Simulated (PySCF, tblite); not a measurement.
**adiponitrile (C₆H₈N₂): a rotation path, then NMR shifts on frames**

Aim: move adiponitrile (C₆H₈N₂) (`N#CCCCCC#N`) away from its starting geometry and see how NMR shifts follow the geometry.

Computed with tblite 0.8.0 and PySCF 2.14.0, with density-fitted response routines of our own, on a single molecule in the gas phase. Atoms are numbered from 0 throughout.

**1. The molecule as given**

16 atoms, charge 0, multiplicity 1; geometry from: GFN2-xTB.

Bonds of the start (Å): N0–C1 1.14, C1–C2 1.44, C2–C3 1.53, C3–C4 1.53, C4–C5 1.53, C5–C6 1.44, C6–N7 1.14, C2–H8 1.09, C2–H9 1.09, C3–H10 1.09, C3–H11 1.09, C4–H12 1.09, C4–H13 1.09, C5–H14 1.09, C5–H15 1.09.

**2. The rotation path with GFN2-xTB**

The job: settings as JSON, then the geometry in Å.

```
{"job": {"kind": "neb", "xc": "GFN2-xTB", "basis": "xTB", "atoms": [1, 2, 3, 4], "turn": 120}, "charge": 0, "multiplicity": 1}
N     -3.233330     1.299239     0.353390
C     -2.596305     0.368824     0.165986
C     -1.769260    -0.791148    -0.050113
C     -0.360284    -0.572584     0.516169
C      0.358706     0.573827    -0.192665
C      1.767733     0.791319     0.374166
C      2.596014    -0.367417     0.155676
N      3.234950    -1.295959    -0.034382
H     -1.721024    -0.989054    -1.124865
H     -2.244508    -1.646670     0.437502
H      0.213914    -1.494593     0.398024
H     -0.431717    -0.354048     1.584916
H     -0.214892     1.496194    -0.073917
H      0.430013     0.355831    -1.261574
H      2.243260     1.647520    -0.111996
H      1.719130     0.987664     1.449274
```

With the program's defaults for keys left out, this is: GFN2-xTB climbing-image nudged elastic band, gas phase.

Launch:

```bash
$ OMP_NUM_THREADS=1 python probes_run.py task.json out
```

The driver reads the jobs from task.json and runs them one after another.

Log:

```text
image   E - E0 / eV
  0       0.0000
  1       0.0184
  2       0.0638
  3       0.1148
  4       0.1427
  5       0.1306
  6       0.0896
  7       0.0471
  8       0.0269
```

It took 3.8 s on 1 thread of Intel Xeon Platinum 8488C, shared host; peak memory 0.18 GiB.

The final band, with the dihedral C1–C2–C3–C4:

```
image  dihedral (°)  energy (eV)  energy (kcal/mol)
    0           -63        0.000                0.0
    1           -49        0.018                0.4
    2           -34        0.064                1.5
    3           -18        0.115                2.6
    4            -2        0.143                3.3
    5            15        0.131                3.0
    6            31        0.090                2.1
    7            46        0.047                1.1
    8            61        0.027                0.6
```

**3. Nuclear shieldings: image 0, PBE0/pcSseg-1**

The job: settings as JSON, then the geometry in Å.

```
{"job": {"kind": "nmr", "xc": "PBE0", "basis": "pcSseg-1", "pop": false}, "charge": 0, "multiplicity": 1}
N     -3.233300     1.299200     0.353400
C     -2.596300     0.368800     0.166000
C     -1.769300    -0.791100    -0.050100
C     -0.360300    -0.572600     0.516200
C      0.358700     0.573800    -0.192700
C      1.767700     0.791300     0.374200
C      2.596000    -0.367400     0.155700
N      3.235000    -1.296000    -0.034400
H     -1.721000    -0.989100    -1.124900
H     -2.244500    -1.646700     0.437500
H      0.213900    -1.494600     0.398000
H     -0.431700    -0.354000     1.584900
H     -0.214900     1.496200    -0.073900
H      0.430000     0.355800    -1.261600
H      2.243300     1.647500    -0.112000
H      1.719100     0.987700     1.449300
```

Level: GIAO PBE0/pcSseg-1 NMR shielding, non-relativistic, gas phase.

Log:

```text
coarse grid: 13600 points
cycle   1  E = -342.3510492751  dE =  1.005e+00  |g| = 5.646e-01  |ddm| = 3.612e+00
cycle   2  E = -342.1113374133  dE =  2.397e-01  |g| = 1.202e+00  |ddm| = 1.430e+00
cycle   3  E = -342.4291208395  dE = -3.178e-01  |g| = 1.126e-01  |ddm| = 9.116e-01
cycle   4  E = -342.4319349051  dE = -2.814e-03  |g| = 4.285e-02  |ddm| = 1.170e-01
cycle   5  E = -342.4323590891  dE = -4.242e-04  |g| = 9.842e-03  |ddm| = 4.092e-02
cycle   6  E = -342.4323825887  dE = -2.350e-05  |g| = 1.413e-03  |ddm| = 9.244e-03
cycle   7  E = -342.4323830172  dE = -4.285e-07  |g| = 4.097e-04  |ddm| = 1.327e-03
final grid: 132208 points
cycle   8  E = -342.4797071177  dE = -3.848e-05  |g| = 7.221e-03  |ddm| = 3.099e-02
cycle   9  E = -342.4797063707  dE =  7.470e-07  |g| = 7.519e-03  |ddm| = 1.228e-02
cycle  10  E = -342.4797203469  dE = -1.398e-05  |g| = 7.917e-04  |ddm| = 6.069e-03
cycle  11  E = -342.4797204670  dE = -1.201e-07  |g| = 3.651e-04  |ddm| = 7.977e-04
cycle  12  E = -342.4797204914  dE = -2.439e-08  |g| = 1.337e-04  |ddm| = 3.023e-04
cycle  13  E = -342.4797204952  dE = -3.873e-09  |g| = 2.070e-05  |ddm| = 9.914e-05
cycle  14  E = -342.4797204953  dE = -9.186e-11  |g| = 4.859e-06  |ddm| = 1.593e-05
converged SCF energy = -342.4797204953

GIAO shielding tensors (ppm)
atom      isotropic    diamagn.    paramagn.     s11        s22        s33       span
  0 N      -33.557     339.824    -373.381   -204.144   -196.781    300.255    504.399
  1 C       62.942     261.050    -198.108    -55.571    -48.211    292.608    348.180
  2 C      168.893     248.644     -79.751    157.550    168.796    180.334     22.784
  3 C      157.333     250.992     -93.659    144.937    158.246    168.817     23.879
  4 C      157.338     251.006     -93.668    144.983    158.228    168.803     23.821
  5 C      168.869     248.785     -79.916    157.520    168.761    180.325     22.805
  6 C       62.916     261.023    -198.107    -55.612    -48.253    292.611    348.223
  7 N      -33.578     339.804    -373.383   -204.177   -196.874    300.316    504.493
  8 H       29.606      29.550       0.055     25.238     28.209     35.370     10.132
  9 H       29.115      27.192       1.923     23.676     27.590     36.080     12.404
 10 H       29.533      33.561      -4.027     23.978     29.763     34.859     10.882
 11 H       30.297      33.091      -2.794     25.592     30.101     35.199      9.606
 12 H       29.529      33.682      -4.153     23.971     29.757     34.858     10.887
 13 H       30.295      33.524      -3.229     25.592     30.096     35.196      9.604
 14 H       29.112      27.432       1.680     23.670     27.596     36.071     12.401
 15 H       29.607      29.103       0.504     25.237     28.215     35.368     10.131
```

Wall time 22 s (1 thread of Intel Xeon Platinum 8488C, shared host); peak memory 0.78 GiB.

Shifts follow as δ = σ(reference) − σ, with reference shieldings (ppm) from runs at the same level and on the same kind of geometry: ¹H TMS 31.72, ¹³C TMS 186.9, ¹⁵N NH3 267.7. The references are single molecules in the gas phase, so shifts against H2O, NH3, PH3, H3PO4 or CFCl3 are not on the usual liquid scales and can be off by tens of ppm. Each atom is listed at this fixed geometry, with no averaging over motion; a spectrum would average atoms that exchange fast.

```
atoms                            environment  σ (ppm)  δ (ppm)
   C6                         nitrile carbon     62.9    124.0
   C1                         nitrile carbon     62.9    124.0
   C3                                sp3 CH2    157.3     29.6
   C4                                sp3 CH2    157.3     29.6
   C5                 sp3 CH2 α to a nitrile    168.9     18.1
   C2                 sp3 CH2 α to a nitrile    168.9     18.0
  H14  hydrogen on an sp3 CH2 α to a nitrile    29.11     2.60
   H9  hydrogen on an sp3 CH2 α to a nitrile    29.12     2.60
  H12                 hydrogen on an sp3 CH2    29.53     2.19
  H10                 hydrogen on an sp3 CH2    29.53     2.18
   H8  hydrogen on an sp3 CH2 α to a nitrile    29.61     2.11
  H15  hydrogen on an sp3 CH2 α to a nitrile    29.61     2.11
  H13                 hydrogen on an sp3 CH2    30.29     1.42
  H11                 hydrogen on an sp3 CH2    30.30     1.42
   N7                       nitrile nitrogen    -33.6    301.3
   N0                       nitrile nitrogen    -33.6    301.3
```

**4. Nuclear shieldings: image 2, PBE0/pcSseg-1**

The job: settings as JSON, then the geometry in Å.

```
{"job": {"kind": "nmr", "xc": "PBE0", "basis": "pcSseg-1", "pop": false}, "charge": 0, "multiplicity": 1}
N     -2.987800     1.427100    -0.330900
C     -2.468900     0.425300    -0.146800
C     -1.795000    -0.831400     0.062000
C     -0.346200    -0.639800     0.547200
C      0.310100     0.601300    -0.057600
C      1.749200     0.781900     0.441000
C      2.594500    -0.287100    -0.024600
N      3.244300    -1.145200    -0.409000
H     -1.810900    -1.374000    -0.887400
H     -2.366300    -1.409400     0.793700
H      0.231100    -1.527700     0.279500
H     -0.336100    -0.552900     1.636400
H     -0.263700     1.488000     0.219700
H      0.308200     0.528700    -1.147900
H      2.157300     1.728300     0.075500
H      1.772600     0.796000     1.534900
```

Method: GIAO PBE0/pcSseg-1 NMR shielding, non-relativistic, gas phase.

Log:

```text
coarse grid: 13600 points
cycle   1  E = -342.3490765439  dE =  1.007e+00  |g| = 5.642e-01  |ddm| = 3.629e+00
cycle   2  E = -342.1094939811  dE =  2.396e-01  |g| = 1.202e+00  |ddm| = 1.437e+00
cycle   3  E = -342.4269531365  dE = -3.175e-01  |g| = 1.128e-01  |ddm| = 9.152e-01
cycle   4  E = -342.4297739988  dE = -2.821e-03  |g| = 4.296e-02  |ddm| = 1.182e-01
cycle   5  E = -342.4301995564  dE = -4.256e-04  |g| = 9.897e-03  |ddm| = 4.109e-02
cycle   6  E = -342.4302226069  dE = -2.305e-05  |g| = 2.159e-03  |ddm| = 9.346e-03
cycle   7  E = -342.4302228909  dE = -2.840e-07  |g| = 1.872e-03  |ddm| = 2.406e-03
final grid: 132208 points
cycle   8  E = -342.4766464945  dE = -3.619e-05  |g| = 8.569e-03  |ddm| = 3.000e-02
cycle   9  E = -342.4766266381  dE =  1.986e-05  |g| = 1.293e-02  |ddm| = 1.556e-02
cycle  10  E = -342.4766616723  dE = -3.503e-05  |g| = 3.639e-03  |ddm| = 9.930e-03
cycle  11  E = -342.4766645265  dE = -2.854e-06  |g| = 3.054e-04  |ddm| = 2.484e-03
cycle  12  E = -342.4766645474  dE = -2.093e-08  |g| = 8.670e-05  |ddm| = 3.444e-04
cycle  13  E = -342.4766645492  dE = -1.776e-09  |g| = 2.095e-05  |ddm| = 8.045e-05
cycle  14  E = -342.4766645493  dE = -9.004e-11  |g| = 7.079e-06  |ddm| = 1.660e-05
converged SCF energy = -342.4766645493

GIAO shielding tensors (ppm)
atom      isotropic    diamagn.    paramagn.     s11        s22        s33       span
  0 N      -37.328     339.840    -377.168   -208.239   -199.891    296.146    504.385
  1 C       64.192     261.554    -197.362    -52.111    -47.141    291.827    343.938
  2 C      170.670     248.190     -77.521    152.994    175.986    183.029     30.035
  3 C      161.497     250.689     -89.192    146.432    165.091    172.967     26.535
  4 C      157.372     251.551     -94.179    145.492    155.420    171.204     25.711
  5 C      168.995     248.829     -79.834    158.161    168.223    180.602     22.442
  6 C       62.826     260.949    -198.123    -56.148    -48.249    292.875    349.023
  7 N      -32.766     339.923    -372.689   -202.767   -195.557    300.026    502.793
  8 H       29.252      28.937       0.315     24.075     28.118     35.564     11.489
  9 H       29.152      27.014       2.138     23.798     27.447     36.212     12.414
 10 H       29.621      33.346      -3.725     24.406     29.627     34.830     10.424
 11 H       30.376      32.753      -2.377     25.013     30.092     36.024     11.011
 12 H       29.443      34.413      -4.969     23.471     29.634     35.224     11.753
 13 H       30.130      34.134      -4.004     25.362     30.248     34.780      9.418
 14 H       29.086      27.625       1.461     23.634     27.659     35.966     12.331
 15 H       29.671      29.048       0.623     25.364     28.260     35.389     10.025
```

Run time: 22 s. Hardware: 1 thread of Intel Xeon Platinum 8488C, shared host; peak memory 0.79 GiB.

Key values: δ C6 124.1, C1 122.7, C4 29.6, C3 25.4, H14 2.63, H9 2.56 ppm.

(Part 1 of 2 ends here.)
